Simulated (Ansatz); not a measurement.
**SVWN5/aug-cc-pVTZ run of HOF (hypofluorous acid)**

What is the electronic atomisation energy of HOF (hypofluorous acid) at SVWN5/aug-cc-pVTZ? 

Program for the calculation: Ansatz 0.2.0.

48 further runs of the same task are left out: 48 set aside as unsound or not needed.

## Step 1: The structure to begin with

The species is HOF (3 atoms), meant as a singlet with charge 0. SMILES: `OF`. The coordinates come from a PBE0-D4/def2-TZVP relaxation.

Bond lengths: O1–F2 1.406 Å, O1–H3 0.969 Å. Angles: F2–O1–H3 99.1°.

## Step 2: A single-point energy at SVWN5/aug-cc-pVTZ

job.yaml

```yaml
basis:
  gaussian:
    orbitals: aug-cc-pVTZ
crystal:
  periodic: [false, false, false]
  atoms:
    - symbol: O
      position_ang: [0.430590, -0.210340, 0.216330]
    - symbol: F
      position_ang: [-0.221910, 1.014620, -0.010980]
    - symbol: H
      position_ang: [-0.208690, -0.804280, -0.205350]
hamiltonian:
  xc: {name: SVWN5}
accuracy: high
output:
  orbitals: {seedname: orbitals}
```

The run is started by

```sh
$ ansatz run job.yaml --threads 1 --pin off --max-ram 3480MiB --events-out events.jsonl --progress --plain --runs-dir runs
```

What it wrote:

```text
Warning: RAYON_NUM_THREADS=1 ignored (pool sized by the plan → 1); use --threads N
Functional definition: SVWN5
  name "SVWN5"
  exchange = slater_x
  correlation = vwn5_c
1764 factors; integrals over basis functions are off by at most 3.3e-9 eV
mean field evaluation 1: about -4744.6703 eV, gradient 3.8e1 eV
mean field evaluation 2: about -4736.6151 eV, gradient 7.7e1 eV
mean field evaluation 4: about -4746.8392 eV, gradient 4.4e0 eV
mean field evaluation 8: about -4746.8695 eV, gradient 1.1e-2 eV
mean field evaluation 16: about -4746.8695 eV, gradient 2.7e-7 eV
mean field -4746.86946333 eV, -174.4442352335 hartree, gradient 3.2e-8 eV, S^2 0.000000; 0 other end points of the search recorded, 0 dependent functions left out
reference -4746.86946675 eV, -174.4442353592 hartree; 9, 9 occupied and 106, 106 virtual orbitals, 1764 factors
Total energy: -4746.86946675 eV, -174.4442353592 hartree
```

Wall time 2.5 s (1 thread of Arm Neoverse V2, shared host); peak memory 0.23 GiB.

## Step 3: The F atom, same level

job.yaml

```yaml
crystal:
  periodic: [false, false, false]
  atoms:
    - {symbol: F, position_ang: [0.000000, 0.000000, 0.000000]}
basis:
  gaussian:
    orbitals: aug-cc-pVTZ
magnetization:
  spin_polarized: true
  initial_magnetization: 1
hamiltonian:
  xc: {name: SVWN5}
accuracy: high
```

Run the same way, it converges to -99.10440 Eh (log not shown).

## Step 4: The H atom at the same level

molecule.yaml

```yaml
crystal:
  periodic: [false, false, false]
  atoms:
    - {symbol: H, position_ang: [0.000000, 0.000000, 0.000000]}
basis:
  gaussian:
    orbitals: aug-cc-pVTZ
magnetization:
  spin_polarized: true
  initial_magnetization: 1
hamiltonian:
  xc: {name: SVWN5}
accuracy: high
```

Run the same way, it converges to -0.47851 Eh (log not shown).

## Step 5: The O atom, same level

input.yaml

```yaml
crystal:
  periodic: [false, false, false]
  atoms:
    - symbol: O
      position_ang: [0.000000, 0.000000, 0.000000]
basis:
  gaussian:
    orbitals: aug-cc-pVTZ
magnetization:
  spin_polarized: true
  initial_magnetization: 2
hamiltonian:
  xc: {name: SVWN5}
accuracy: high
```

Run the same way, it converges to -74.52440 Eh (log not shown).

## Step 6: Summary of results

At SVWN5/aug-cc-pVTZ:

| quantity | value |
| --- | --- |
| molecule: total energy | -174.44424 Eh |
| molecule: HOMO energy | -7.36 eV |
| molecule: LUMO energy | -3.19 eV |
| molecule: HOMO–LUMO gap | 4.17 eV |
| F atom: total energy | -99.10440 Eh |
| F atom: ⟨S²⟩ | 0.751 |
| H atom: total energy | -0.47851 Eh |
| H atom: ⟨S²⟩ | 0.750 |
| O atom: total energy | -74.52440 Eh |
| O atom: ⟨S²⟩ | 2.004 |
| electronic atomisation energy | 9.168 eV |

In words: Taking the molecule apart into free atoms costs 9.17 eV (211 kcal/mol), before zero-point energy and without spin-orbit coupling.
